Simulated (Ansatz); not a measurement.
# FH4OSiSn radical: one species, many methods

The task here is to estimate one member of a computed series from the others.

Computed with Ansatz 0.2.0, Gaussian basis. Level: functionals in def2-TZVPP, the program's frozen cores in correlated methods.

Plan: LDA (SPW92), PBE-D4, revPBE-D4, BLYP-D4, r2SCAN-D4, B97M-V, PBE0-D4, B3LYP-D4, r2SCANh-D4, r2SCAN0-D4, HSE06-D4, BHLYP-D4, CAM-B3LYP-D4, LC-ωPBE, ωB97X-V, ωB97M-V, B2PLYP, PBE-QIDH; CCSD(T)/def2-SVP; CCSD(T)/def2-TZVPP; MP2/def2-QZVPP; extrapolation to the limit; RPA on PBE.

**The relaxed structure**

All runs share one geometry, relaxed beforehand with PBE0-D4 in a triple-zeta def2 set. Sn takes the def2 core potential; no spin-orbit term is included.

SMILES `[F][SnH][O][SiH3]`, 8 atoms, charge 0, spin multiplicity 2.

Atoms are counted from 1 here; the program's logs count them from 0.

Bond lengths: F1–Sn2 1.929 Å, Sn2–O3 1.951 Å, Sn2–H5 1.742 Å, O3–Si4 1.640 Å, Si4–H6 1.486 Å, Si4–H7 1.486 Å, Si4–H8 1.490 Å. Angles: F1–Sn2–O3 102.1°, F1–Sn2–H5 106.1°, O3–Sn2–H5 105.6°, Sn2–O3–Si4 137.7°, O3–Si4–H6 108.6°, O3–Si4–H7 110.5°, O3–Si4–H8 111.0°, H6–Si4–H7 109.2°, H6–Si4–H8 108.8°, H7–Si4–H8 108.7°.

The first run:

Contents of in.yaml:

```yaml
crystal:
  periodic: [false, false, false]
  atoms:
    - {symbol: F, position_ang: [-1.607295, 1.731735, 1.020337]}
    - {symbol: Sn, position_ang: [-0.420697, 1.874538, -0.493479]}
    - {symbol: O, position_ang: [0.210005, 0.039323, -0.694426]}
    - {symbol: Si, position_ang: [0.713760, -1.182680, 0.276906]}
    - {symbol: H, position_ang: [-1.435740, 2.176269, -1.877067]}
    - {symbol: H, position_ang: [1.729066, -1.982093, -0.456731]}
    - {symbol: H, position_ang: [-0.427240, -2.061325, 0.643633]}
    - {symbol: H, position_ang: [1.330340, -0.652868, 1.525026]}
basis:
  gaussian: {orbitals: def2-TZVPP}
magnetization: {spin_polarized: true, initial_magnetization: 1}
hamiltonian: {xc: lda}
output: {orbitals: {seedname: orbitals}}
```

On the command line:

```
ansatz run in.yaml --threads 4 --pin off --events-out ev --progress --plain --max-ram 10444MiB
```

Steps of the session up to this table: LDA; PBE-D4 (GGA); revPBE-D4 (GGA); BLYP-D4 (GGA); r2SCAN-D4 (meta-GGA); B97M-V (meta-GGA); PBE0-D4 (hybrid); B3LYP-D4 (hybrid); r2SCANh-D4 (hybrid); r2SCAN0-D4 (hybrid); HSE06-D4 (hybrid); BHLYP-D4 (hybrid); CAM-B3LYP-D4 (range-separated); LC-ωPBE (range-separated); ωB97X-V (range-separated); ωB97M-V (range-separated); B2PLYP (double hybrid); PBE-QIDH (double hybrid).

One of the session's tables, all rows but one given; the rest of the session is left out.

It belongs to the step «Orbital energies across the functionals». 

```
  functional  HOMO (eV)  LUMO (eV)  gap (eV)
 LDA (SPW92)      -6.08      -5.28      0.79
      PBE-D4      -6.00      -4.96      1.04
   revPBE-D4      -5.97      -4.85      1.12
     BLYP-D4      -5.87      -4.99      0.89
   r2SCAN-D4      -6.43      -4.69      1.74
      B97M-V      -6.25      -5.17      1.07
     PBE0-D4      -7.22      -4.13      3.09
    B3LYP-D4      -6.99      -4.53      2.46
  r2SCANh-D4      -6.88      -4.38      2.50
  r2SCAN0-D4      -7.55      -3.92      3.63
    HSE06-D4      -6.83      -4.51      2.32
    BHLYP-D4      -8.29      -3.39      4.90
CAM-B3LYP-D4      -8.50      -3.26      5.23
     LC-ωPBE          ?          ?         ?
     ωB97X-V      -9.37      -2.26      7.11
     ωB97M-V      -9.31      -2.39      6.91
```

Estimate the missing values for LC-ωPBE.

**Answer.** HOMO (eV): -9.81; LUMO (eV): -1.85; gap (eV): 7.96. In the column «HOMO (eV)» it is the lowest.
